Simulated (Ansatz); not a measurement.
# Ge: the cost of one run

Program: Ansatz 0.2.0, driven from Python. The levels of theory stand in the script. These are calculated values, not measurements.

### Step 1. The structure

The structure is tetragonal, space group I4_1/amd (No. 141). The conventional cell has a = 5.149 Å, b = 5.149 Å, c = 2.795 Å, α = 90.00°, β = 90.00°, γ = 90.00°. Ge (site symmetry -4m2) is surrounded by 6 Ge at 2.67 to 2.79 Å.

The script holds or builds the structure itself.

### Step 2. The script

The input, ge_lattice.py:

```python
import ansatz
import numpy as np
from pymatgen.core import Lattice, Structure
from pymatgen.io.ase import AseAtomsAdaptor

def edges_and_angles(cell):
    cell = np.asarray(cell)
    a, b, c = np.linalg.norm(cell, axis=1)
    cosines = cell[1] @ cell[2] / (b * c), cell[0] @ cell[2] / (a * c), cell[0] @ cell[1] / (a * b)
    return (a, b, c, *np.degrees(np.arccos(cosines)))

pmg_structure = Structure(
    Lattice([[-2.57449, 2.57449, 1.397413], [2.57449, -2.57449, 1.397413], [2.57449, 2.57449, -1.397413]]),
    ["Ge", "Ge"],
    [
        [0.25, 0.75, 0.5],
        [0.5, 0.5, 0.0],
    ],
)
system = ansatz.Crystal.from_ase(AseAtomsAdaptor.get_atoms(pmg_structure))

base = system.calculation()
base = base.kpoints(12, shift=0.5)
base = base.occupations(ansatz.OccupationsMethod.FERMI_DIRAC)
base = base.scf(lower_state_search="off").relax(cell=True)

levels = [("r2scan", "d4"), ("lda", "none"), ("r2scan", "none")]
print("level            a       b       c    alpha   beta  gamma  V/atom  steps")
for name, dispersion in levels:
    seen = []
    run = base.functional(name, dispersion=dispersion).session().plan()
    done = run.execute(on_event=lambda e: seen.append(e) if e["event"] == "relax_step" else None)
    cell = done.lattice.cell_ang
    label = name if dispersion == "none" else f"{name}+{dispersion}"
    print("{:13s} {:7.4f} {:7.4f} {:7.4f} {:6.2f} {:6.2f} {:6.2f}".format(label, *edges_and_angles(cell)), f"{abs(np.linalg.det(cell)) / len(done.lattice.sites):7.3f} {len(seen):5d}")
```

### Step 3. The input behind the calls

The package turns the script's settings into the engine's input (first run):

```yaml
crystal:
  lattice:
    - [-2.57449, 2.57449, 1.397413]
    - [2.57449, -2.57449, 1.397413]
    - [2.57449, 2.57449, -1.397413]
  atoms:
    - { symbol: Ge, position: [0.25, 0.75, 0.5] }
    - { symbol: Ge, position: [0.5, 0.5, 0.0] }
kpoints:
  mp_grid:
    grid: [12, 12, 12]
    shift: [0.5, 0.5, 0.5]
hamiltonian:
  xc: r2scan
  dispersion: d4
scf:
  lower_state_search: "off"
  occupations:
    method: fermi_dirac
relax:
  cell: {}
```

### Step 4. Launch

The run is started by

```console
$ python ge_lattice.py
```

Q: Estimate wall time and peak memory on 1 thread of AMD EPYC 7R43 (Zen 3), shared host.

About 1.8 min, with a peak of 0.73 GiB.
